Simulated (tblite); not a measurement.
# C2H7BOSi: the cost of one run

Computed with tblite 0.8.0 and PySCF 2.14.0; each step states its level. No surroundings beyond the atoms listed, unless a continuum is named. Atoms count from 0, parts from 1.

## 1. Starting point

12 atoms, charge 0, multiplicity 1; geometry: distance geometry start.

## 2. Relaxing the cluster with GFN2-xTB

Job settings and geometry (Å):

```
{"job": {"kind": "relax", "xc": "GFN2-xTB", "basis": "xTB"}, "charge": 0, "multiplicity": 1}
C      0.793043    -0.034834     1.129399
O      0.065039    -1.224643     1.347345
C     -0.609061    -1.958461     0.409267
B      1.630093     1.154037     0.555374
Si     2.872748     1.931844     1.823448
H     -1.106029    -1.332449    -0.264444
H     -1.281896    -2.599200     0.872488
H      0.092049    -2.548594    -0.146231
H      1.077017     1.877465    -0.127984
H      3.761458     0.937747     2.336459
H      2.184803     2.534366     2.887870
H      3.685360     2.930932     1.143770
```

With the program's defaults for keys left out, this is: GFN2-xTB geometry optimisation, gas phase.

On the command line:

```sh
$ OMP_NUM_THREADS=1 python cluster_run.py task.json out
```

This one command runs all jobs of the session in turn.

**Question.** How long does this first job take on 1 thread of Intel Xeon Platinum 8259CL at 2.50GHz, shared host?

About 2.7 s.
